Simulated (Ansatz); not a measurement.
# BrCl2HSn: small, medium and large basis sets

How large a basis does BrCl2HSn need? Two functionals are run in growing sets.

Method: one geometry, several basis sets; program: Ansatz 0.2.0, Gaussian basis.

The runs, in order: PBE0-D4/def2-SVP; ωB97M-V/def2-SVP; PBE0-D4/def2-QZVPP; ωB97M-V/def2-QZVPP; the functionals' def2-TZVPP values are taken from earlier runs.

## 1. The geometry

The geometry comes from an earlier relaxation with PBE0-D4 in a triple-zeta def2 set; it is a stationary point. Sn takes the def2 core potential; no spin-orbit term is included.

SMILES `[Cl][SnH]([Cl])[Br]`, 5 atoms, charge 0, spin multiplicity 1.

Atoms are counted from 1 here; the program's logs count them from 0.

Bond lengths: Cl1–Sn2 2.303 Å, Sn2–Cl3 2.303 Å, Sn2–Br4 2.448 Å, Sn2–H5 1.693 Å. Angles: Cl1–Sn2–Cl3 107.0°, Cl1–Sn2–Br4 107.9°, Cl1–Sn2–H5 110.8°, Cl3–Sn2–Br4 107.9°, Cl3–Sn2–H5 110.8°, Br4–Sn2–H5 112.2°.

## 2. PBE0-D4 in def2-SVP

The input, in.yaml:

```yaml
crystal:
  periodic: [false, false, false]
  atoms:
    - {symbol: Cl, position_ang: [0.115331, -1.163344, 1.928422]}
    - {symbol: Sn, position_ang: [0.159694, -0.051858, -0.088101]}
    - {symbol: Cl, position_ang: [0.125582, 2.202061, 0.383512]}
    - {symbol: Br, position_ang: [-1.897345, -0.600209, -1.296268]}
    - {symbol: H, position_ang: [1.546637, -0.460449, -0.968965]}
basis:
  gaussian: {orbitals: def2-SVP}
hamiltonian: {xc: pbe0, dispersion: d4}
output: {orbitals: {seedname: orbitals}}
```

Launch:

```bash
$ ansatz run in.yaml --threads 2 --pin off --events-out ev --progress --plain --max-ram 32768MiB --backend cpu
```

Further steps of the session: ωB97M-V in def2-SVP; PBE0-D4 in def2-QZVPP; ωB97M-V in def2-QZVPP.

Q: Predict the results of all the runs planned. Wanted: PBE0-D4: double and triple zeta above quadruple; ωB97M-V: double and triple zeta above quadruple.

As calculated:

| quantity | value |
| --- | --- |
| PBE0-D4: double and triple zeta above quadruple | 19.76, 2.24 eV |
| ωB97M-V: double and triple zeta above quadruple | 19.54, 2.15 eV |

In words: For PBE0-D4 the step from double to triple zeta gains 17.52 eV and the next only 2.24 eV. These are total energies; as a rule much of such shifts cancels in differences, which this series doesn't test.
